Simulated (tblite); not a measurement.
# Ge3H10OSi: the cost of one run

Programs: tblite 0.8.0 and PySCF 2.14.0, with density-fitted response routines of our own. Each step states its level of theory. These are calculated values for one molecule, in the gas phase or a continuum, unless marked as measured. Atoms count from 0, in the outputs and in this text.

## Step 1: Starting geometry

15 atoms, charge 0, multiplicity 1; geometry from: force field or distance geometry start.

Bonds of the start (Å): Ge0–O1 1.79, O1–Si2 1.74, Si2–Ge3 2.31, Ge3–Ge4 2.38, Ge0–H5 1.56, Ge0–H6 1.56, Ge0–H7 1.56, Si2–H8 1.47, Si2–H9 1.46, Ge3–H10 1.56, Ge3–H11 1.55, Ge4–H12 1.55, Ge4–H13 1.56, Ge4–H14 1.56.

## Step 2: Optimising the geometry with GFN2-xTB

The job: settings as JSON, then the geometry in Å.

```
{"job": {"kind": "relax", "xc": "GFN2-xTB", "basis": "xTB"}, "charge": 0, "multiplicity": 1}
Ge    -2.350700     0.795400    -0.115100
O     -1.414000    -0.262400    -1.208400
Si    -0.669500    -1.452300    -0.179100
Ge     1.126500    -0.524700     0.931100
Ge     2.408700     0.768500    -0.595500
H     -3.391800    -0.034300     0.694300
H     -3.129400     1.836900    -0.975400
H     -1.407400     1.568200     0.851000
H     -1.640700    -2.009500     0.778500
H     -0.190200    -2.549700    -1.019800
H      2.000800    -1.666100     1.531300
H      0.612600     0.380500     2.082400
H      3.608600     1.410800     0.145000
H      2.925800    -0.145400    -1.747200
H      1.506300     1.892000    -1.195200
```

Run with:

```bash
OMP_NUM_THREADS=1 python probes_run.py task.json out
```

This one command runs all jobs of the session in turn.

Q: Estimate the wall time and peak memory of this first job on 1 thread of Arm Neoverse V1, shared host.

About 1 s, with a peak of 0.18 GiB.
